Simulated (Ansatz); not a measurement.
# CH5Cl2NSi: up Jacob's ladder to CCSD(T)

An exercise on one series of results from a longer session: the logs are not shown, and one member is left open.

The runs use Ansatz 0.2.0, Gaussian basis; functionals in def2-TZVPP, the program's frozen cores in correlated methods.

The runs, in order: PBE-D4, r2SCAN-D4, PBE0-D4, B3LYP-D4, ωB97X-V, ωB97M-V, B2PLYP; CCSD(T)/def2-TZVPP; MP2/def2-QZVPP; extrapolation to the limit.

### The geometry

An earlier PBE0-D4 in a triple-zeta def2 set relaxation fixed the geometry.

SMILES `NC[SiH](Cl)Cl`, 10 atoms, charge 0, spin multiplicity 1.

Atoms are counted from 1 here; the program's logs count them from 0.

Bond lengths: N1–C2 1.458 Å, N1–H6 1.013 Å, N1–H7 1.013 Å, C2–Si3 1.874 Å, C2–H8 1.095 Å, C2–H9 1.095 Å, Si3–Cl4 2.052 Å, Si3–Cl5 2.053 Å, Si3–H10 1.480 Å. Angles: C2–N1–H6 110.5°, C2–N1–H7 110.5°, H6–N1–H7 106.8°, N1–C2–Si3 114.9°, N1–C2–H8 109.3°, N1–C2–H9 109.3°, Si3–C2–H8 108.6°, Si3–C2–H9 108.6°, H8–C2–H9 105.7°, C2–Si3–Cl4 108.4°, C2–Si3–Cl5 108.4°, C2–Si3–H10 116.0°, Cl4–Si3–Cl5 108.3°, Cl4–Si3–H10 107.8°, Cl5–Si3–H10 107.8°.

The first run:

Input file in.yaml:

```yaml
crystal:
  periodic: [false, false, false]
  atoms:
    - {symbol: N, position_ang: [-1.463987, -0.078504, 0.654620]}
    - {symbol: C, position_ang: [-0.056914, -0.447719, 0.755975]}
    - {symbol: Si, position_ang: [1.023249, 0.164800, -0.647876]}
    - {symbol: Cl, position_ang: [0.283925, -0.587787, -2.408488]}
    - {symbol: Cl, position_ang: [0.894121, 2.212065, -0.717171]}
    - {symbol: H, position_ang: [-1.565977, 0.929154, 0.624967]}
    - {symbol: H, position_ang: [-1.865614, -0.439711, -0.202632]}
    - {symbol: H, position_ang: [0.349693, -0.069377, 1.700086]}
    - {symbol: H, position_ang: [0.028245, -1.538338, 0.811688]}
    - {symbol: H, position_ang: [2.456456, -0.195783, -0.567970]}
basis:
  gaussian: {orbitals: def2-TZVPP}
hamiltonian: {xc: pbe, dispersion: d4}
output: {forces: true, orbitals: {seedname: orbitals}}
```

Launch:

```console
$ ansatz run in.yaml --threads 4 --pin off --events-out ev --progress --plain --max-ram 10444MiB
```

Among the steps run: PBE-D4 (GGA); r2SCAN-D4 (meta-GGA); PBE0-D4 (hybrid); B3LYP-D4 (hybrid); ωB97X-V (range-separated); ωB97M-V (range-separated); B2PLYP (double hybrid); CCSD(T) in def2-TZVPP; MP2 in def2-QZVPP.

One of the session's tables, all rows but one given; the rest of the session is left out.

```
            method  atomisation energy (eV)
            PBE-D4                   36.371
         r2SCAN-D4                   35.797
           PBE0-D4                   35.833
          B3LYP-D4                   35.635
           ωB97X-V                   35.972
           ωB97M-V                   35.989
            B2PLYP                   35.198
     HF/def2-TZVPP                   25.685
    MP2/def2-TZVPP                   35.277
   CCSD/def2-TZVPP                   34.065
CCSD(T)/def2-TZVPP                   34.632
           MP2/CBS                   36.426
       CCSD(T)/CBS                        ?
```

Q: Estimate the row for CCSD(T)/CBS from the others.

**Answer.** atomisation energy (eV): 35.782. In the column «atomisation energy (eV)» it lies between B3LYP-D4 (35.635) and r2SCAN-D4 (35.797).

To keep in mind: Free atoms (1 N, 1 C, 1 Si, 2 Cl, 5 H) were run apart at each level; the atomisation energy is their sum less the molecule, without zero-point or spin-orbit terms.
